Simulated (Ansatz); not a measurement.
# triplet SiHClF2 at 6 levels

We compute a comparison of 6 runs (UB3LYP/6-31G*, U-r2SCAN/6-311+G**, UB3LYP/6-311+G**, UPBE0/6-311+G**, USVWN5/6-311+G**) of triplet SiHClF2. 

Program for the calculation: Ansatz 0.2.0.

44 further runs of the same task are left out: 44 set aside as unsound or not needed. Runs told in other sessions of the task aren't counted.

## 1. The structure to begin with

SiHClF2: 5 atoms, total charge 0, spin state triplet. SMILES of the parent species: `F[SiH](F)Cl`. The coordinates come from a PBE0-D4/def2-TZVP relaxation. That shape belongs to the parent species and isn't relaxed for this state.

Bond lengths: F1–Si2 1.577 Å, Si2–F3 1.577 Å, Si2–Cl4 2.018 Å, Si2–H5 1.465 Å. Angles: F1–Si2–F3 107.6°, F1–Si2–Cl4 109.0°, F3–Si2–Cl4 109.0°, F1–Si2–H5 109.8°, F3–Si2–H5 109.8°, Cl4–Si2–H5 111.5°.

## 2. A single-point energy at UB3LYP/6-31G(d) (spherical functions) (run 1)

File input.yaml:

```yaml
crystal:
  periodic: [false, false, false]
  atoms:
    - {symbol: F, position_ang: [-0.339600, -0.621400, 1.420100]}
    - {symbol: Si, position_ang: [0.095900, -0.000200, 0.037800]}
    - {symbol: F, position_ang: [-0.033500, 1.566800, 0.156500]}
    - {symbol: Cl, position_ang: [-1.157500, -0.656000, -1.401500]}
    - {symbol: H, position_ang: [1.484600, -0.363000, -0.254200]}
basis:
  gaussian:
    orbitals: 6-31G_st_-spherical.json
magnetization:
  spin_polarized: true
  initial_magnetization: 2
hamiltonian:
  xc: {name: B3LYP}
accuracy: high
output: {orbitals: {seedname: orbitals}}
```

The basis set 6-31G* is read from a file made from the Basis Set Exchange's data (not shown).

On the command line:

```bash
ansatz run input.yaml --threads 1 --pin off --max-ram 3480MiB --events-out events.jsonl --progress --plain --runs-dir runs
```

Standard output:

```text
Warning: RAYON_NUM_THREADS=1 ignored (pool sized by the plan → 1); use --threads N
Functional definition: B3LYP
  name "B3LYP"
  parameter a0 = 0.2
  parameter ax = 0.72
  parameter ac = 0.81
  exchange = (1 - a0 - ax)*slater_x + ax*b88_x + a0*exact_x
  correlation = (1 - ac)*vwn_rpa_c + ac*lyp_c
1363 factors; integrals over basis functions are off by at most 3.7e-9 eV
mean field evaluation 1: about -25841.4781 eV, gradient 3.3e1 eV
mean field evaluation 2: about -25820.3625 eV, gradient 7.8e1 eV
mean field evaluation 4: about -25845.4307 eV, gradient 2.6e0 eV
mean field evaluation 8: about -25845.6620 eV, gradient 6.6e-1 eV
mean field evaluation 16: about -25845.6847 eV, gradient 2.4e-2 eV
mean field evaluation 32: about -25845.6847 eV, gradient 3.2e-5 eV
mean field evaluation 64: about -25845.5777 eV, gradient 1.2e0 eV
mean field -25845.68473050 eV, -949.8113950115 hartree, gradient 7.7e-8 eV, S^2 2.003889; 6 other end points of the search recorded, 0 dependent functions left out
reference -25845.68476613 eV, -949.8113963209 hartree; 26, 24 occupied and 40, 42 virtual orbitals, 1363 factors
Total energy: -25845.68476613 eV, -949.8113963209 hartree
```

It took 20 s on 1 thread of Arm Neoverse V1, shared host; peak memory 0.27 GiB.

## 3. A single-point energy at UB3LYP/6-31G(d) (Cartesian functions) (run 2)

File run.yaml:

```yaml
crystal:
  periodic: [false, false, false]
  atoms:
    - symbol: F
      position_ang: [-0.339600, -0.621400, 1.420100]
    - symbol: Si
      position_ang: [0.095900, -0.000200, 0.037800]
    - symbol: F
      position_ang: [-0.033500, 1.566800, 0.156500]
    - symbol: Cl
      position_ang: [-1.157500, -0.656000, -1.401500]
    - symbol: H
      position_ang: [1.484600, -0.363000, -0.254200]
basis:
  gaussian:
    orbitals: "6-31G*"
hamiltonian:
  xc: {name: B3LYP}
magnetization:
  spin_polarized: true
  initial_magnetization: 2
accuracy: high
output: {orbitals: {seedname: orbitals}}
```

On the command line:

```bash
ansatz run run.yaml --threads 1 --pin off --max-ram 3480MiB --events-out events.jsonl --progress --plain --runs-dir runs
```

Standard output:

```text
Warning: RAYON_NUM_THREADS=1 ignored (pool sized by the plan → 1); use --threads N
Functional definition: B3LYP
  name "B3LYP"
  parameter a0 = 0.2
  parameter ax = 0.72
  parameter ac = 0.81
  exchange = (1 - a0 - ax)*slater_x + ax*b88_x + a0*exact_x
  correlation = (1 - ac)*vwn_rpa_c + ac*lyp_c
1395 factors; integrals over basis functions are off by at most 3.8e-9 eV
mean field evaluation 1: about -25841.7577 eV, gradient 3.3e1 eV
mean field evaluation 2: about -25820.4381 eV, gradient 7.9e1 eV
mean field evaluation 4: about -25845.7043 eV, gradient 2.6e0 eV
mean field evaluation 8: about -25845.8784 eV, gradient 6.1e-1 eV
mean field evaluation 16: about -25845.9016 eV, gradient 1.7e-2 eV
mean field evaluation 32: about -25845.9016 eV, gradient 3.1e-5 eV
mean field evaluation 64: about -25845.3618 eV, gradient 3.3e0 eV
mean field -25845.90157787 eV, -949.8193640052 hartree, gradient 8.6e-8 eV, S^2 2.003903; 6 other end points of the search recorded, 0 dependent functions left out
reference -25845.90161349 eV, -949.8193653144 hartree; 26, 24 occupied and 44, 46 virtual orbitals, 1395 factors
Total energy: -25845.90161349 eV, -949.8193653144 hartree
```

Run time: 24 s. Hardware: 1 thread of Arm Neoverse V1, shared host; peak memory 0.3 GiB.

Runs 3 to 4 aren't shown in full; the table further down has their settings and results.

## 4. The energy at UPBE0/6-311+G(d,p) (run 5)

File molecule.yaml:

```yaml
crystal:
  periodic: [false, false, false]
  atoms:
    - {symbol: F, position_ang: [-0.339600, -0.621400, 1.420100]}
    - {symbol: Si, position_ang: [0.095900, -0.000200, 0.037800]}
    - {symbol: F, position_ang: [-0.033500, 1.566800, 0.156500]}
    - {symbol: Cl, position_ang: [-1.157500, -0.656000, -1.401500]}
    - {symbol: H, position_ang: [1.484600, -0.363000, -0.254200]}
basis:
  gaussian:
    orbitals: 6-311+G_st__st_-spherical.json
total_charge: 0
magnetization:
  spin_polarized: true
  initial_magnetization: 2
hamiltonian:
  xc: pbe0
accuracy: high
output: {orbitals: {seedname: orbitals}}
```

The basis set 6-311+G** is read from a file made from the Basis Set Exchange's data (not shown).

On the command line:

```bash
ansatz run molecule.yaml --threads 1 --pin off --max-ram 3480MiB --events-out events.jsonl --progress --plain --runs-dir runs
```

Standard output:

```text
Warning: RAYON_NUM_THREADS=1 ignored (pool sized by the plan → 1); use --threads N
Functional definition: PBE0
  name "PBE0"
  parameter a = 0.25
  parameter kappa = 0.804
  parameter beta = 0.06672455060314922
  exchange = (1 - a)*pbe_x(kappa = kappa, mu = beta*pi^2/3) + a*exact_x
  correlation = pbe_c(beta = beta)
1916 factors; integrals over basis functions are off by at most 4.4e-9 eV
mean field evaluation 1: about -25831.0230 eV, gradient 3.6e1 eV
mean field evaluation 2: about -25805.7338 eV, gradient 8.7e1 eV
mean field evaluation 4: about -25835.8203 eV, gradient 2.7e0 eV
mean field evaluation 8: about -25835.9610 eV, gradient 4.4e-1 eV
mean field evaluation 16: about -25835.9836 eV, gradient 2.3e-2 eV
mean field evaluation 32: about -25835.9837 eV, gradient 5.1e-5 eV
mean field evaluation 64: about -25835.9677 eV, gradient 1.4e0 eV
mean field -25835.98365442 eV, -949.4548870412 hartree, gradient 8.0e-8 eV, S^2 2.004463; 6 other end points of the search recorded, 0 dependent functions left out
reference -25835.98365763 eV, -949.4548871593 hartree; 26, 24 occupied and 84, 86 virtual orbitals, 1916 factors
Total energy: -25835.98365763 eV, -949.4548871593 hartree
```

Wall time 42 s (1 thread of Arm Neoverse V1, shared host); peak memory 0.51 GiB.

## 5. The energy at USVWN5/6-311+G(d,p) (run 6)

File run.yaml:

```yaml
crystal:
  periodic: [false, false, false]
  atoms:
    - {symbol: F, position_ang: [-0.339600, -0.621400, 1.420100]}
    - {symbol: Si, position_ang: [0.095900, -0.000200, 0.037800]}
    - {symbol: F, position_ang: [-0.033500, 1.566800, 0.156500]}
    - {symbol: Cl, position_ang: [-1.157500, -0.656000, -1.401500]}
    - {symbol: H, position_ang: [1.484600, -0.363000, -0.254200]}
basis:
  gaussian: {orbitals: 6-311+G_st__st_-spherical.json}
magnetization: {spin_polarized: true, initial_magnetization: 2}
output: {orbitals: {seedname: orbitals}}
accuracy: high
hamiltonian: {xc: {name: SVWN5}}
```

The basis set 6-311+G** is read from a file made from the Basis Set Exchange's data (not shown).

On the command line:

```bash
ansatz run run.yaml --threads 1 --pin off --max-ram 3480MiB --events-out events.jsonl --progress --plain --runs-dir runs
```

Standard output:

```text
Warning: RAYON_NUM_THREADS=1 ignored (pool sized by the plan → 1); use --threads N
Functional definition: SVWN5
  name "SVWN5"
  exchange = slater_x
  correlation = vwn5_c
1916 factors; integrals over basis functions are off by at most 4.4e-9 eV
mean field evaluation 1: about -25737.4773 eV, gradient 3.9e1 eV
mean field evaluation 2: about -25691.2678 eV, gradient 1.2e2 eV
mean field evaluation 4: about -25738.9373 eV, gradient 2.2e1 eV
mean field evaluation 8: about -25743.2054 eV, gradient 1.4e0 eV
mean field evaluation 16: about -25743.2333 eV, gradient 1.3e-2 eV
mean field evaluation 32: about -25743.2333 eV, gradient 3.6e-7 eV
mean field evaluation 64: about -25743.2026 eV, gradient 1.7e0 eV
mean field evaluation 96: about -25742.4972 eV, gradient 1.1e0 eV
mean field -25743.23333594 eV, -946.0463757057 hartree, gradient 8.8e-8 eV, S^2 2.001445; 10 other end points of the search recorded, 0 dependent functions left out
reference -25743.23333949 eV, -946.0463758358 hartree; 26, 24 occupied and 84, 86 virtual orbitals, 1916 factors
Total energy: -25743.23333949 eV, -946.0463758358 hartree
```

Run time: 16 s. Hardware: 1 thread of Arm Neoverse V1, shared host; peak memory 0.3 GiB.

## 6. The series

| run | level | Cartesian functions | energy (Eh) | HOMO energy (eV) | ⟨S²⟩ | wall time |
| --- | --- | --- | --- | --- | --- | --- |
| 1 | UB3LYP/6-31G* (spherical functions) | no | -949.811396 | -1.15 | 2.004 | 20 s |
| 2 | UB3LYP/6-31G* (Cartesian functions) | yes | -949.819365 | -1.16 | 2.004 | 24 s |
| 3 | U-r2SCAN/6-311+G** | no | -949.785352 | -1.67 | 2.005 | 2.9 min |
| 4 | UB3LYP/6-311+G** | no | -949.959453 | -2.24 | 2.004 | 52 s |
| 5 | UPBE0/6-311+G** | no | -949.454887 | -2.34 | 2.004 | 42 s |
| 6 | USVWN5/6-311+G** | no | -946.046376 | -1.79 | 2.001 | 16 s |

## 7. Results

```
                                 quantity          value
                      run 6: total energy  -946.04638 Eh
run 6: HOMO energy (highest over α and β)       -1.79 eV
                              run 6: ⟨S²⟩          2.001
```

In words: Totals of different functionals can't be ranked against each other. All runs together took 5.5 min, the longest 2.9 min.
